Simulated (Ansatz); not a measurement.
CaF3, space group I4/mmm: an equation of state with a fit, run with Ansatz 0.2.0, Python API.

The script, `caf3.py`:
```python
from dataclasses import dataclass

import ansatz as az
import numpy as np
from scipy.optimize import curve_fit


@dataclass
class Settings:
    xc: str = 'r2scan'
    cutoff_ev: int = 530
    filling: str = 'cold'
    kmesh: tuple[int, ...] = (9, 9, 9)


opts = Settings()

VECTORS = np.array([
    [-1.899407, 1.899407, 3.222683],
    [1.899407, -1.899407, 3.222683],
    [1.899407, 1.899407, -3.222683],
])
SITES = [
    ('Ca', (0.0, 0.0, 0.0)),
    ('F', (0.75, 0.25, 0.5)),
    ('F', (0.25, 0.75, 0.5)),
    ('F', (0.5, 0.5, 0.0)),
]


def on_lattice(cell):
    crystal = az.Crystal(lattice=az.Lattice.of(cell))
    for symbol, position in SITES:
        crystal = crystal.atom(symbol, position)
    return crystal

def vinet(v, e0, v0, b0, b1):
    eta = (v / v0) ** (1 / 3)
    return e0 + 2 * b0 * v0 / (b1 - 1) ** 2 * (2 - (5 + 3 * b1 * (eta - 1) - 3 * eta) * np.exp(-1.5 * (b1 - 1) * (eta - 1)))

volumes, energies = [], []
for scale in np.linspace(0.9, 1.1, 9):
    cell = VECTORS * scale ** (1 / 3)
    job = (
        on_lattice(cell).calculation()
        .functional(opts.xc)
        .basis(opts.cutoff_ev)
        .occupations(opts.filling, width=100 * az.meV)
        .kpoints(*opts.kmesh)
    )
    r = job.run().report
    volumes.append(abs(np.linalg.det(cell)) / len(SITES))
    energies.append(r['free_energy_ev'] / len(SITES))
    print(f'V = {volumes[-1]:8.4f} A^3/atom  F = {energies[-1]:.5f} eV/atom')

guess = (min(energies), volumes[int(np.argmin(energies))], 0.5, 4.5)
(e0, v0, b0, b1), _ = curve_fit(vinet, np.array(volumes), np.array(energies), p0=guess, maxfev=20000)
print(f'Vinet fit: V0 = {v0:.4f} A^3/atom, B0 = {160.21766 * b0:.1f} GPa, B1 = {b1:.2f}')
print('largest residual', round(1000 * float(np.abs(vinet(np.array(volumes), e0, v0, b0, b1) - energies).max()), 3), 'meV/atom')
```

From its runs, with one value withheld:

| V (Å³/atom) | F less the lowest row shown (meV/atom) |
| --- | --- |
| 10.464 | ? |
| 10.755 | 4.27 |
| 11.045 | 0.00 |
| 11.336 | 0.26 |
| 11.627 | 4.42 |
| 11.917 | 11.95 |
| 12.208 | 22.38 |
| 12.499 | 35.31 |
| 12.789 | 50.38 |

What is the missing energy at 10.464 Å³ an atom?

A third-order Birch-Murnaghan fit, E = E0 + (9 V0 B0 / 16) [(t - 1)³ B' + (t - 1)² (6 - 4t)] with t = (V0/V)^(2/3), through the 8 rows shown gives V0 = 11.171 Å³, B0 = 89.8 GPa, B' = 4.71 and E0 = -0.40 meV. At V = 10.464 Å³, t = 1.04454, and the fit extrapolates to 13.79 meV. The run gave 13.76 meV, a miss of 0.03 meV.

Caveats:
- The cell holds an odd number of electrons and is run without spin, so a magnetic state may lie lower.
- Shape and fractional positions are held along the curve, so the bulk modulus is an upper value where they are free to relax.
- For a metal this k-point mesh is coarse: on a finer one energies can move by several to tens of meV an atom and pressures by half a GPa or more, differences at one mesh by less.
- The structure comes from a database of computed cells and needn't be a stable or known phase.
- Hardware and time: 92 s on 1 thread of Arm Neoverse V1 (shared host), peak memory 0.61 GiB.
